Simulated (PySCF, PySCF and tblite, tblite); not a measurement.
# C5H9N3: a path driven as rotation about a bond, and NMR exchange, part 3 of 3

PySCF and tblite. Atoms count from 0. Earlier steps stand in the parts before.

### 12 Shieldings, start: HSE06/pcSseg-1

Job settings and geometry (Å):

```
{"job": {"kind": "nmr", "xc": "HSE06", "basis": "pcSseg-1", "pop": false}, "charge": 0, "multiplicity": 1}
C      2.082709     0.092246    -0.812726
C      1.311147     0.106733     0.510694
C     -0.097130    -0.343758     0.332169
N     -0.456925    -1.654837     0.341955
N     -1.755573    -1.834567     0.136263
C     -2.262827    -0.625810    -0.019804
C     -1.265034     0.361017     0.089242
N     -1.439522     1.744172     0.060523
H      2.108754    -0.912387    -1.229010
H      3.105017     0.430206    -0.659939
H      1.607085     0.747484    -1.539177
H      1.813074    -0.547505     1.228136
H      1.309928     1.117599     0.922994
H      0.144302    -2.447119     0.499414
H     -3.310319    -0.492213    -0.202963
H     -2.274701     2.023161    -0.433962
H     -0.626982     2.247608    -0.266093
```

Standard output:

```text
coarse grid: 14200 points
cycle   1  E = -359.6470912689  dE =  1.384e+00  |g| = 4.835e-01  |ddm| = 3.883e+00
cycle   2  E = -359.6146679798  dE =  3.242e-02  |g| = 6.298e-01  |ddm| = 1.101e+00
cycle   3  E = -359.7032209475  dE = -8.855e-02  |g| = 1.481e-01  |ddm| = 6.288e-01
cycle   4  E = -359.7077370631  dE = -4.516e-03  |g| = 5.250e-02  |ddm| = 1.776e-01
cycle   5  E = -359.7083929421  dE = -6.559e-04  |g| = 1.054e-02  |ddm| = 5.654e-02
cycle   6  E = -359.7084159991  dE = -2.306e-05  |g| = 4.513e-03  |ddm| = 1.398e-02
cycle   7  E = -359.7084199333  dE = -3.934e-06  |g| = 1.274e-03  |ddm| = 4.687e-03
final grid: 137368 points
cycle   8  E = -359.7540785401  dE = -4.984e-05  |g| = 8.503e-03  |ddm| = 4.665e-02
cycle   9  E = -359.7540563776  dE =  2.216e-05  |g| = 1.328e-02  |ddm| = 1.817e-02
cycle  10  E = -359.7540939616  dE = -3.758e-05  |g| = 2.630e-03  |ddm| = 1.195e-02
cycle  11  E = -359.7540956420  dE = -1.680e-06  |g| = 2.724e-04  |ddm| = 2.564e-03
cycle  12  E = -359.7540956527  dE = -1.065e-08  |g| = 1.713e-04  |ddm| = 4.221e-04
cycle  13  E = -359.7540956590  dE = -6.367e-09  |g| = 3.990e-05  |ddm| = 1.714e-04
cycle  14  E = -359.7540956593  dE = -2.852e-10  |g| = 1.971e-05  |ddm| = 5.324e-05
converged SCF energy = -359.7540956593

GIAO shielding tensors (ppm)
atom      isotropic    diamagn.    paramagn.     s11        s22        s33       span
  0 C      167.336     246.832     -79.496    153.715    163.214    185.078     31.363
  1 C      165.100     245.587     -80.487    151.238    169.702    174.360     23.122
  2 C       56.414     254.746    -198.332      4.026     31.496    133.720    129.695
  3 N       52.901     327.961    -275.061    -54.713     97.546    115.868    170.581
  4 N      -67.318     323.420    -390.737   -307.512    -82.487    188.046    495.559
  5 C       53.713     249.879    -196.166    -23.932     60.685    124.385    148.317
  6 C       53.690     255.078    -201.388     -2.795     30.973    132.891    135.686
  7 N      221.009     317.368     -96.360    198.385    207.051    257.590     59.204
  8 H       30.649      30.416       0.233     26.038     29.801     36.107     10.069
  9 H       30.496      28.464       2.033     26.386     27.056     38.048     11.662
 10 H       30.695      30.728      -0.033     26.047     30.203     35.835      9.788
 11 H       29.133      30.459      -1.326     24.398     27.898     35.104     10.706
 12 H       29.074      31.183      -2.109     24.639     28.625     33.958      9.319
 13 H       23.013      34.776     -11.763     17.549     24.956     26.534      8.985
 14 H       24.626      30.101      -5.475     22.270     24.507     27.101      4.830
 15 H       29.002      31.100      -2.098     21.460     27.411     38.134     16.674
 16 H       29.248      33.822      -4.574     20.967     29.758     37.019     16.052
```

It took 38 s on 1 thread of Arm Neoverse V2, shared host; peak memory 0.97 GiB.

In short: HOMO -5.18 eV, LUMO 0.29 eV; dipole 3.03 D.

### 13 Single-point energy, saddle of leg 1: HSE06/pcSseg-1

Job settings and geometry (Å):

```
{"job": {"kind": "sp", "xc": "HSE06", "basis": "pcSseg-1", "pop": false}, "charge": 0, "multiplicity": 1}
C      2.191497    -0.039209    -0.665088
C      1.319037     0.155483     0.576968
C     -0.072351    -0.311231     0.340703
N     -0.426164    -1.615726     0.302429
N     -1.721379    -1.793616     0.048824
C     -2.226994    -0.583655    -0.083661
C     -1.232839     0.399585     0.088390
N     -1.325780     1.816169     0.036249
H      2.246092    -1.090588    -0.940325
H      3.199896     0.321299    -0.477476
H      1.775621     0.514267    -1.503172
H      1.754276    -0.389205     1.419333
H      1.275698     1.215180     0.829931
H      0.170090    -2.414875     0.446372
H     -3.270333    -0.451785    -0.295596
H     -1.972678     2.154451     0.742893
H     -1.683689     2.113455    -0.866774
```

Standard output:

```text
coarse grid: 14200 points
cycle   1  E = -359.6479769483  dE =  1.357e+00  |g| = 4.880e-01  |ddm| = 3.869e+00
cycle   2  E = -359.6182540335  dE =  2.972e-02  |g| = 6.235e-01  |ddm| = 1.193e+00
cycle   3  E = -359.7056997797  dE = -8.745e-02  |g| = 1.288e-01  |ddm| = 6.440e-01
cycle   4  E = -359.7087663404  dE = -3.067e-03  |g| = 5.540e-02  |ddm| = 1.555e-01
cycle   5  E = -359.7094587761  dE = -6.924e-04  |g| = 1.338e-02  |ddm| = 5.208e-02
cycle   6  E = -359.7094920290  dE = -3.325e-05  |g| = 5.569e-03  |ddm| = 1.523e-02
cycle   7  E = -359.7094976889  dE = -5.660e-06  |g| = 2.042e-03  |ddm| = 6.926e-03
final grid: 137368 points
cycle   8  E = -359.7550471814  dE = -5.132e-05  |g| = 8.295e-03  |ddm| = 5.135e-02
cycle   9  E = -359.7550258761  dE =  2.131e-05  |g| = 1.255e-02  |ddm| = 1.818e-02
cycle  10  E = -359.7550624037  dE = -3.653e-05  |g| = 2.178e-03  |ddm| = 1.199e-02
cycle  11  E = -359.7550635291  dE = -1.125e-06  |g| = 2.575e-04  |ddm| = 2.185e-03
cycle  12  E = -359.7550635387  dE = -9.558e-09  |g| = 1.561e-04  |ddm| = 3.889e-04
cycle  13  E = -359.7550635437  dE = -5.054e-09  |g| = 4.184e-05  |ddm| = 1.592e-04
cycle  14  E = -359.7550635440  dE = -3.124e-10  |g| = 2.093e-05  |ddm| = 5.612e-05
converged SCF energy = -359.7550635440
```

Wall time 24 s (1 thread of Arm Neoverse V2, shared host); peak memory 0.64 GiB.

This run: HOMO -6.24 eV, LUMO 0.31 eV; dipole 1.51 D.

### 14 Shieldings, end: HSE06/pcSseg-1

Job settings and geometry (Å):

```
{"job": {"kind": "nmr", "xc": "HSE06", "basis": "pcSseg-1", "pop": false}, "charge": 0, "multiplicity": 1}
C      2.092608     0.187900    -0.692687
C      1.274193     0.063039     0.595158
C     -0.117779    -0.380400     0.310273
N     -0.519048    -1.675970     0.399409
N     -1.792432    -1.845052     0.065048
C     -2.240324    -0.645077    -0.254869
C     -1.229036     0.324830    -0.123774
N     -1.306452     1.678526    -0.448685
H      2.161388    -0.775616    -1.192327
H      3.098383     0.538264    -0.472597
H      1.615778     0.891255    -1.370632
H      1.753234    -0.652738     1.267887
H      1.248883     1.033278     1.099298
H      0.038386    -2.465577     0.682045
H     -3.256209    -0.506056    -0.566549
H     -0.653704     2.251336     0.068782
H     -2.247271     2.042275    -0.391890
```

Standard output:

```text
coarse grid: 14200 points
cycle   1  E = -359.6470090048  dE =  1.386e+00  |g| = 4.863e-01  |ddm| = 3.884e+00
cycle   2  E = -359.6115913990  dE =  3.542e-02  |g| = 6.415e-01  |ddm| = 1.130e+00
cycle   3  E = -359.7037921671  dE = -9.220e-02  |g| = 1.473e-01  |ddm| = 6.502e-01
cycle   4  E = -359.7082399458  dE = -4.448e-03  |g| = 5.310e-02  |ddm| = 1.771e-01
cycle   5  E = -359.7089119356  dE = -6.720e-04  |g| = 1.039e-02  |ddm| = 5.684e-02
cycle   6  E = -359.7089339397  dE = -2.200e-05  |g| = 4.671e-03  |ddm| = 1.406e-02
cycle   7  E = -359.7089383546  dE = -4.415e-06  |g| = 1.227e-03  |ddm| = 4.798e-03
final grid: 137368 points
cycle   8  E = -359.7545668659  dE = -4.589e-05  |g| = 8.503e-03  |ddm| = 4.684e-02
cycle   9  E = -359.7545465851  dE =  2.028e-05  |g| = 1.310e-02  |ddm| = 1.754e-02
cycle  10  E = -359.7545825330  dE = -3.595e-05  |g| = 2.570e-03  |ddm| = 1.160e-02
cycle  11  E = -359.7545841886  dE = -1.656e-06  |g| = 2.928e-04  |ddm| = 2.537e-03
cycle  12  E = -359.7545842172  dE = -2.861e-08  |g| = 1.684e-04  |ddm| = 4.417e-04
cycle  13  E = -359.7545842234  dE = -6.185e-09  |g| = 3.903e-05  |ddm| = 1.680e-04
cycle  14  E = -359.7545842236  dE = -2.618e-10  |g| = 2.017e-05  |ddm| = 5.192e-05
converged SCF energy = -359.7545842236

GIAO shielding tensors (ppm)
atom      isotropic    diamagn.    paramagn.     s11        s22        s33       span
  0 C      169.301     246.858     -77.557    155.090    167.414    185.398     30.308
  1 C      163.705     245.653     -81.948    150.252    168.014    172.849     22.597
  2 C       56.906     254.934    -198.028      5.169     32.048    133.501    128.333
  3 N       52.313     328.058    -275.745    -55.826     99.656    113.108    168.934
  4 N      -65.744     323.414    -389.158   -304.127    -80.051    186.947    491.074
  5 C       53.696     249.470    -195.774    -23.967     60.471    124.583    148.550
  6 C       53.141     254.785    -201.644     -4.513     30.760    133.176    137.688
  7 N      221.105     317.459     -96.354    201.617    210.024    251.673     50.056
  8 H       30.742      30.091       0.651     26.256     29.579     36.391     10.135
  9 H       30.630      28.459       2.171     26.451     27.223     38.217     11.766
 10 H       30.310      30.443      -0.133     25.079     30.580     35.272     10.193
 11 H       29.172      30.747      -1.575     24.273     28.339     34.904     10.631
 12 H       29.139      31.203      -2.064     24.955     28.248     34.213      9.259
 13 H       23.015      34.703     -11.688     17.548     24.827     26.670      9.121
 14 H       24.603      30.003      -5.400     22.173     24.507     27.127      4.953
 15 H       29.251      33.513      -4.262     21.412     29.615     36.727     15.316
 16 H       29.033      30.817      -1.785     21.298     27.347     38.452     17.154
```

Wall time 38 s (1 thread of Arm Neoverse V2, shared host); peak memory 0.97 GiB.

This run: HOMO -5.18 eV, LUMO 0.41 eV; dipole 2.96 D.

### 15 Single-point energy: HSE06/pcSseg-1

Job settings and geometry (Å):

```
{"job": {"kind": "sp", "xc": "HSE06", "basis": "pcSseg-1", "pop": false}, "charge": 0, "multiplicity": 1}
C      2.192460    -0.000386    -0.675812
C      1.356433     0.096188     0.603487
C     -0.051130    -0.328476     0.365263
N     -0.433875    -1.625822     0.356442
N     -1.729692    -1.780374     0.092690
C     -2.207142    -0.564288    -0.077850
C     -1.196708     0.401199     0.078736
N     -1.372327     1.803399    -0.035496
H      2.216046    -1.024905    -1.040485
H      3.212942     0.323721    -0.486091
H      1.768553     0.628183    -1.455828
H      1.802995    -0.532919     1.378159
H      1.361375     1.128082     0.963095
H      0.143143    -2.433831     0.528641
H     -3.240791    -0.404469    -0.304898
H     -0.791306     2.181812    -0.777344
H     -1.113832     2.271213     0.828170
```

Standard output:

```text
coarse grid: 14200 points
cycle   1  E = -359.6427578238  dE =  1.360e+00  |g| = 4.976e-01  |ddm| = 3.857e+00
cycle   2  E = -359.5998407432  dE =  4.292e-02  |g| = 6.725e-01  |ddm| = 1.233e+00
cycle   3  E = -359.7019801617  dE = -1.021e-01  |g| = 1.474e-01  |ddm| = 7.195e-01
cycle   4  E = -359.7064636276  dE = -4.483e-03  |g| = 5.200e-02  |ddm| = 1.675e-01
cycle   5  E = -359.7070944696  dE = -6.308e-04  |g| = 1.113e-02  |ddm| = 5.166e-02
cycle   6  E = -359.7071155703  dE = -2.110e-05  |g| = 5.636e-03  |ddm| = 1.436e-02
cycle   7  E = -359.7071222906  dE = -6.720e-06  |g| = 1.931e-03  |ddm| = 6.781e-03
final grid: 137368 points
cycle   8  E = -359.7526851457  dE = -5.031e-05  |g| = 7.699e-03  |ddm| = 4.634e-02
cycle   9  E = -359.7526718024  dE =  1.334e-05  |g| = 1.105e-02  |ddm| = 1.671e-02
cycle  10  E = -359.7526983663  dE = -2.656e-05  |g| = 2.054e-03  |ddm| = 1.052e-02
cycle  11  E = -359.7526993477  dE = -9.814e-07  |g| = 2.629e-04  |ddm| = 2.109e-03
cycle  12  E = -359.7526993578  dE = -1.008e-08  |g| = 1.599e-04  |ddm| = 3.626e-04
cycle  13  E = -359.7526993632  dE = -5.409e-09  |g| = 3.993e-05  |ddm| = 1.584e-04
cycle  14  E = -359.7526993635  dE = -2.885e-10  |g| = 1.952e-05  |ddm| = 5.158e-05
converged SCF energy = -359.7526993635
```

Run time: 24 s. Hardware: 1 thread of Arm Neoverse V2, shared host; peak memory 0.65 GiB.

In short: HOMO -6.27 eV, LUMO 0.15 eV; dipole 4.02 D.

### 16 Second level: HSE06/pcSseg-1 + D3(BJ)

Job settings and geometry (Å):

```
{"job": {"smiles": "CCc1[nH]ncc1N", "charge": 0, "mult": 1, "motion": "rotation", "what": "aryl amine", "atoms": [6, 7], "drives": [{"terms": [["t", [5, 6, 7, 15], 0.25], ["t", [5, 6, 7, 16], 0.25], ["t", [2, 6, 7, 15], 0.25], ["t", [2, 6, 7, 16], 0.25]], "by": 180, "n": 12}], "flip": [6, 7], "study": "path", "level": {"kind": "nmr", "xc": "HSE06", "basis": "pcSseg-1", "wide": true}, "fields": [300, 360, 500], "first": 0, "seed": 788, "kind": "pathvar"}, "charge": 0, "multiplicity": 1}
C      2.082709     0.092246    -0.812726
C      1.311147     0.106733     0.510694
C     -0.097130    -0.343758     0.332169
N     -0.456925    -1.654837     0.341955
N     -1.755573    -1.834567     0.136263
C     -2.262827    -0.625810    -0.019804
C     -1.265034     0.361017     0.089242
N     -1.439522     1.744172     0.060523
H      2.108754    -0.912387    -1.229010
H      3.105017     0.430206    -0.659939
H      1.607085     0.747484    -1.539177
H      1.813074    -0.547505     1.228136
H      1.309928     1.117599     0.922994
H      0.144302    -2.447119     0.499414
H     -3.310319    -0.492213    -0.202963
H     -2.274701     2.023161    -0.433962
H     -0.626982     2.247608    -0.266093
```

Standard output:

```text
stationary points (kcal/mol above the start)
  n  kind          group   xTB      DFT    lowest mode
  0  minimum      C1       0.00     0.00      40.1
  1  saddle       C1       3.77    -0.56    -234.9
  2  saddle       C1       4.75     0.85    -264.4
  3  minimum      C1      -0.24    -0.33      40.4

GFN2-xTB energies: T/K, barrier G, reaction G (kcal/mol), k forward, k back (1/s)
 150.00     3.56    -0.20   2.15e+07   1.09e+07
 200.00     3.60    -0.19   5.38e+08    3.3e+08
 250.00     3.66    -0.18   3.82e+09   2.64e+09
 298.15     3.74    -0.17   1.37e+10   1.03e+10
 350.00     3.84    -0.16   3.69e+10   2.94e+10
 400.00     3.96    -0.15   7.53e+10   6.27e+10
 500.00     4.23    -0.12   2.06e+11   1.82e+11

PBE0/pcSseg-1 + D3(BJ) energies: T/K, barrier G, reaction G (kcal/mol), k forward, k back (1/s)
 150.00    -0.77    -0.30   4.13e+13    1.5e+13
 200.00    -0.72    -0.29   2.67e+13   1.28e+13
 250.00    -0.66    -0.28   2.11e+13    1.2e+13
 298.15    -0.58    -0.27   1.84e+13   1.17e+13
 350.00    -0.48    -0.26   1.67e+13   1.15e+13
 400.00    -0.36    -0.24   1.56e+13   1.15e+13
 500.00    -0.09    -0.22   1.44e+13   1.16e+13

HSE06/pcSseg-1 + D3(BJ) energies: T/K, barrier G, reaction G (kcal/mol), k forward, k back (1/s)
 150.00    -0.78    -0.30   4.33e+13   1.61e+13
 200.00    -0.74    -0.29   2.77e+13   1.35e+13
 250.00    -0.68    -0.27   2.17e+13   1.25e+13
 298.15    -0.60    -0.26   1.88e+13   1.21e+13
 350.00    -0.49    -0.25    1.7e+13   1.18e+13
 400.00    -0.38    -0.24   1.58e+13   1.18e+13
 500.00    -0.10    -0.21   1.45e+13   1.18e+13
```

Wall time 3.5 min (1 thread of Arm Neoverse V2, shared host); peak memory 0.97 GiB. This counts the runs that the step sums up.

Barriers by level (kcal/mol; entropies in cal/(mol K)). Zero-point and thermal terms come from xTB in every row. ΔG‡ leaves symmetry out; the rate counts one path and all 2 saddles; effective ΔG‡, where given, is the barrier that would give that rate by Eyring's equation alone:

```csv
level,ΔE‡,with zero-point,ΔH‡,ΔS‡,ΔG‡ (298 K),ΔE of reaction,k at 298 K (1/s),effective ΔG‡
GFN2-xTB,3.77,3.53,3.18,-1.9,3.74,-0.24,1.4e+10,3.62
PBE0/pcSseg-1 + D3(BJ),-0.55,-0.79,-1.14,-1.9,-0.58,-0.34,–,–
HSE06/pcSseg-1 + D3(BJ),-0.56,-0.80,-1.15,-1.9,-0.60,-0.33,–,–
```

Where the barrier is not positive, the rates in the log have no meaning.

### 17 Outcome

The summary covers parts 1 to 3.

| quantity | value |
| --- | --- |
| barrier (GFN2-xTB) | ΔE‡ 3.8 kcal/mol |
| xTB's saddle at PBE0/pcSseg-1 + D3(BJ) | -0.6 kcal/mol from the start, -0.8 with zero-point energy |

On the xTB geometries PBE0/pcSseg-1 + D3(BJ) finds no proper saddle: the saddle lies below the start, so these points are not stationary on its surface, or the level is too crude. No rate or coalescence follows from it.
